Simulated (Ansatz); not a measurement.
# Si2Se: the cost of one run

Computed with Ansatz 0.2.0 (DFT PBE, scalar-relativistic, plane waves, PAW, unless a step's input says otherwise).

**1. The system as given**

The structure is orthorhombic, space group Pnnm (No. 58). Conventional cell: a = 5.278 Å, b = 6.077 Å, c = 2.961 Å, α = 90.00°, β = 90.00°, γ = 90.00°. Si (site symmetry m) is surrounded by 1 Si at 2.30 Å and 3 Se at 2.42 to 2.45 Å. Se (site symmetry 2/m) has 6 Si at 2.42 to 2.45 Å as nearest neighbours.

As a file:

```xyz
6
Lattice="5.2782 0.0000 0.0000 0.0000 6.0772 0.0000 0.0000 0.0000 2.9614" Properties=species:S:1:pos:R:3 pbc="T T T"
Si    0.8535    2.2650    0.0000
Si    4.4247    3.8122    0.0000
Si    3.4926    0.7736    1.4807
Si    1.7856    5.3035    1.4807
Se    0.0000    0.0000    0.0000
Se    2.6391    3.0386    1.4807
```

A structure generator made this guess: species swapped into a database cell of P2Ru (Pnnm, No. 58), with Si on the P sites and Se on the Ru sites. The dimensions are guesses.

**2. A first look at the guess**

Contents of input.yaml:

```yaml
crystal:
  lattice:
    - [5.27815369, 0.0, 0.0]
    - [0.0, 6.07716442, 0.0]
    - [0.0, 0.0, 2.96137331]
  atoms:
    - { symbol: Si, position: [0.1617, 0.37270001, 0.0] }
    - { symbol: Si, position: [0.8383, 0.62729999, 0.0] }
    - { symbol: Si, position: [0.6617, 0.12729999, 0.5] }
    - { symbol: Si, position: [0.3383, 0.87270001, 0.5] }
    - { symbol: Se, position: [0.0, 0.0, 0.0] }
    - { symbol: Se, position: [0.5, 0.5, 0.5] }
basis:
  ecutwfc: 420
kpoints:
  mp_grid: { grid: [4, 4, 6] }
hamiltonian:
  xc: pbe
scf:
  occupations: { method: gaussian, width: 0.1 }
  lower_state_search: "off"
output:
  forces: true
  stress: true
  eigenvalues: true
```

The run is started by

```console
ansatz run input.yaml --threads 1 --pin off --max-ram 2560MiB --backend cpu --events-out ev --progress --plain --runs-dir out
```

Q: Estimate wall time and peak memory on 1 thread of Intel Xeon 6975P-C (Granite Rapids), shared host.

About 3 s, with a peak of 0.45 GiB.
